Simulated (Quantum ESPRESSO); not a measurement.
**ZnHgO2: zone-centre phonons under several settings**

```xyz
4
Lattice="3.3485 0.0000 0.0000 0.0000 3.3485 0.0000 0.0000 0.0000 4.6020" Properties=species:S:1:pos:R:3 pbc="T T T"
Zn    0.0000    0.0000    0.0000
Hg    1.6742    1.6742    2.3010
O     0.0000    0.0000    2.3010
O     1.6742    1.6742    0.0000
```

The cell was built by a generator and needn't be a form met in nature.

All runs used Quantum ESPRESSO 7.5; potentials Ansatz NC SR PBE; given cell; no spin polarisation; cutoff 1238 eV; occupations fermi-dirac, width 0.05 eV.

```tsv
level	k mesh (s: shifted)	pressure (GPa)	lowest optical mode without the field (cm⁻¹)	highest optical mode without the field (cm⁻¹)
PBE	4 × 4 × 4s	0.1	201i	444
PBE	6 × 6 × 4s	-0.1	191i	434
PBE	6 × 6 × 6s	?	?	?
```

Q: What stands in the row left open?

A: Pressure -0.1 GPa; lowest optical mode without the field 194i cm⁻¹; highest optical mode without the field 439 cm⁻¹.

Values marked i are imaginary: the cell is unstable against those modes at that level, or the meshes are too thin.

Caveats: some runs use coarse meshes; the mesh is thin for the phonons of a metal; some modes are imaginary.

For the row left open. Caveat: the k mesh is coarse; the mesh is thin for the phonons of a metal; some modes are imaginary.
